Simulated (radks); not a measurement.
**K⁴⁺ in [He] 2s2 2p4 3s2 3p3 4p2: an all-electron calculation**

An exercise on one series of results from a longer session: the logs are not shown, and one member is left open.

Program: radks (a radial shooting solver on a logarithmic mesh, Libxc functionals) version 1. Level of theory: scalar-relativistic Kohn-Sham, LDA (Slater exchange, Perdew-Zunger correlation), spin-polarised, spherical densities, finite nucleus; open shells are filled with parallel spins first. These are calculated values, not measurements, unless marked.

## Starting point

| Quantity | Value |
| --- | --- |
| element | potassium (Z = 19) |
| charge | +4 |
| electrons | 15 |
| configuration | [He] 2s2 2p4 3s2 3p3 4p2 |
| nuclear rms radius | 3.4349 fm |

The outer shells:

K⁴⁺
```
[He] core
2s [↑↓]
2p [↑↓][↑ ][↑ ]
3s [↑↓]
3p [↑ ][↑ ][↑ ]
4p [↑ ][↑ ][  ]
```

The first run:

The run's settings:

```text
Z 19
configuration [He] 2s2 2p4 3s2 3p3 4p2
relativity scalar-relativistic
functional lda,pz
spin polarised
nucleus finite rms 3.4349 fm
c 137.035999084
```

Run with:

```console
> python run_ks.py task.json out
```

The same process makes all the runs of this session.

One of the session's tables, all rows but one given; the rest of the session is left out.

It belongs to the step «Radial structure». Radial moments (bohr):

| level | <r> | outermost maximum (interpolated) | 90 % within | nodes |
| --- | --- | --- | --- | --- |
| 1s up | 0.08119 | 0.0532 | 0.145 | 0 |
| 1s down | 0.08106 | 0.0531 | 0.145 | 0 |
| 2s up | 0.3730 | 0.311 | 0.578 | 1 |
| 2s down | 0.3748 | 0.312 | 0.581 | 1 |
| 2p up | 0.3303 | 0.252 | 0.541 | 0 |
| 2p down | 0.3330 | 0.254 | 0.546 | 0 |
| 3s up | 1.047 | 0.943 | 1.54 | 2 |
| 3s down | 1.062 | 0.954 | 1.56 | 2 |
| 3p up | ? | ? | ? | ? |
| 3p down | 1.088 | 0.961 | 1.63 | 1 |
| 4p up | 2.514 | 2.39 | 3.59 | 2 |
| 4p down | 2.613 | 2.45 | 3.76 | 2 |

Estimate the missing values for 3p up.

As computed: <r>: 1.067; outermost maximum (interpolated): 0.946; 90 % within: 1.60; nodes: 1. In the column «<r>» it lies between 3s down (1.062) and 3p down (1.088).
